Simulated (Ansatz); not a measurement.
**Si6H14: one species, many methods**

Aim: compute Si6H14 with functionals from several rungs and with coupled cluster, and see how far each lands from CCSD(T) at the basis-set limit for the atomisation energy.

Computed with Ansatz 0.2.0, Gaussian basis. Level: functionals in def2-TZVPP, the program's frozen cores in correlated methods.

Levels to be run: LDA (SPW92), PBE-D4, revPBE-D4, BLYP-D4, r2SCAN-D4, B97M-V, PBE0-D4, B3LYP-D4, r2SCANh-D4, r2SCAN0-D4, HSE06-D4, BHLYP-D4, CAM-B3LYP-D4, LC-ωPBE, ωB97X-V, ωB97M-V, B2PLYP, PBE-QIDH; CCSD(T)/def2-SVP; CCSD(T)/def2-TZVPP; MP2/def2-QZVPP; extrapolation to the limit; RPA on PBE.

### Step 1. Structure used throughout

An earlier PBE0-D4 in a triple-zeta def2 set relaxation fixed the geometry.

SMILES `[SiH3][SiH2][SiH2][SiH2][SiH2][SiH3]`, 20 atoms, charge 0, spin multiplicity 1.

Atoms are counted from 1 here; the program's logs count them from 0.

Bond lengths: Si1–Si2 2.340 Å, Si1–H7 1.487 Å, Si1–H8 1.488 Å, Si1–H9 1.487 Å, Si2–Si3 2.342 Å, Si2–H10 1.491 Å, Si2–H11 1.491 Å, Si3–Si4 2.339 Å, Si3–H12 1.490 Å, Si3–H13 1.491 Å, Si4–Si5 2.338 Å, Si4–H14 1.490 Å, Si4–H15 1.491 Å, Si5–Si6 2.339 Å, Si5–H16 1.490 Å, Si5–H17 1.489 Å, Si6–H18 1.488 Å, Si6–H19 1.487 Å and more. Angles: Si2–Si1–H7 109.8°, Si2–Si1–H8 109.9°, Si2–Si1–H9 111.3°, H7–Si1–H8 108.8°, H7–Si1–H9 108.7°, H8–Si1–H9 108.4°, Si1–Si2–Si3 112.9°, Si1–Si2–H10 109.6°, Si1–Si2–H11 107.8°, Si3–Si2–H10 109.3°, Si3–Si2–H11 109.3°, H10–Si2–H11 107.8°, Si2–Si3–Si4 111.1°, Si2–Si3–H12 109.2°, Si2–Si3–H13 109.5°, Si4–Si3–H12 109.5°, Si4–Si3–H13 109.6°, H12–Si3–H13 107.9° and more.

### Step 2. LDA

This LDA is Slater exchange with PW92 correlation.

File in.yaml:

```yaml
crystal:
  periodic: [false, false, false]
  atoms:
    - {symbol: Si, position_ang: [-0.815297, -1.828958, -1.809826]}
    - {symbol: Si, position_ang: [-1.402294, -1.966364, 0.451221]}
    - {symbol: Si, position_ang: [-1.549536, 0.130513, 1.484562]}
    - {symbol: Si, position_ang: [0.562030, 0.896133, 2.137556]}
    - {symbol: Si, position_ang: [2.040539, 0.801384, 0.329469]}
    - {symbol: Si, position_ang: [1.116131, 1.946482, -1.488747]}
    - {symbol: H, position_ang: [-1.777987, -0.951512, -2.527413]}
    - {symbol: H, position_ang: [-0.851319, -3.183379, -2.425419]}
    - {symbol: H, position_ang: [0.553127, -1.272636, -1.979570]}
    - {symbol: H, position_ang: [-0.406159, -2.805268, 1.176384]}
    - {symbol: H, position_ang: [-2.723569, -2.651753, 0.538505]}
    - {symbol: H, position_ang: [-2.159220, 1.103516, 0.535099]}
    - {symbol: H, position_ang: [-2.437639, 0.035406, 2.678135]}
    - {symbol: H, position_ang: [1.060696, 0.047674, 3.256599]}
    - {symbol: H, position_ang: [0.461556, 2.301090, 2.625038]}
    - {symbol: H, position_ang: [3.355706, 1.403022, 0.688696]}
    - {symbol: H, position_ang: [2.266027, -0.626605, -0.028964]}
    - {symbol: H, position_ang: [1.100406, 3.405205, -1.195167]}
    - {symbol: H, position_ang: [1.892837, 1.714378, -2.735606]}
    - {symbol: H, position_ang: [-0.286025, 1.501672, -1.710572]}
basis:
  gaussian: {orbitals: def2-TZVPP}
hamiltonian: {xc: lda}
output: {orbitals: {seedname: orbitals}}
```

The runs that follow: PBE-D4 (GGA); revPBE-D4 (GGA); BLYP-D4 (GGA); r2SCAN-D4 (meta-GGA); B97M-V (meta-GGA); PBE0-D4 (hybrid); B3LYP-D4 (hybrid); r2SCANh-D4 (hybrid); r2SCAN0-D4 (hybrid); HSE06-D4 (hybrid); BHLYP-D4 (hybrid); CAM-B3LYP-D4 (range-separated); LC-ωPBE-D4 (range-separated); ωB97X-V (range-separated); ωB97M-V (range-separated); B2PLYP (double hybrid); PBE-QIDH (double hybrid); CCSD(T) in def2-SVP; CCSD(T) in def2-TZVPP; MP2 in def2-QZVPP; RPA on PBE orbitals.

Q: Predict the results of all the runs planned. Wanted: atomisation energy, CCSD(T)/CBS; farthest beyond LDA; mean size of error, GGA; mean size of error, meta-GGA; mean size of error, hybrid; mean size of error, range-separated; mean size of error, double hybrid; gap, smallest and largest; T1 diagnostic.

As calculated:

| quantity | value |
| --- | --- |
| atomisation energy, CCSD(T)/CBS | 5812.7 kJ/mol |
| functionals within 29.1 kJ/mol (0.5 %) | r2SCAN-D4, B3LYP-D4, r2SCANh-D4, r2SCAN0-D4, CAM-B3LYP-D4, ωB97M-V |
| farthest beyond LDA | revPBE-D4 (-146.3 kJ/mol) |
| mean size of error, GGA | 112.6 kJ/mol |
| mean size of error, meta-GGA | 27.3 kJ/mol |
| mean size of error, hybrid | 39.6 kJ/mol |
| mean size of error, range-separated | 50.1 kJ/mol |
| mean size of error, double hybrid | 111.2 kJ/mol |
| gap, smallest and largest | 5.33 eV (LDA (SPW92)), 11.74 eV (LC-ωPBE) |
| T1 diagnostic | 0.0144 |
| triples share of the correlation energy | 3.7 % |

LDA overbinds by 535.8 kJ/mol (9 %). PBE-D4 is off by -89.8 kJ/mol. Double hybrids carry the basis error of their MP2 part in triple zeta, and no dispersion term here, so their miss is partly the set-up's. Taken by rung, meta-GGA functionals do best (27.3 kJ/mol on average) and GGA ones worst beyond LDA (112.6 kJ/mol). The gap between the best rungs is small, so their order is not settled. Misses under about 29.1 kJ/mol are within the doubt on the reference itself, which lacks core-valence correlation, relativity and higher excitations. Hartree-Fock recovers 76 % of the binding; the rest is correlation. CCSD(T) in def2-SVP is off by -402.8 kJ/mol, which most functionals beat. Orbital gaps span 5.3 to 11.7 eV; exact exchange widens them.
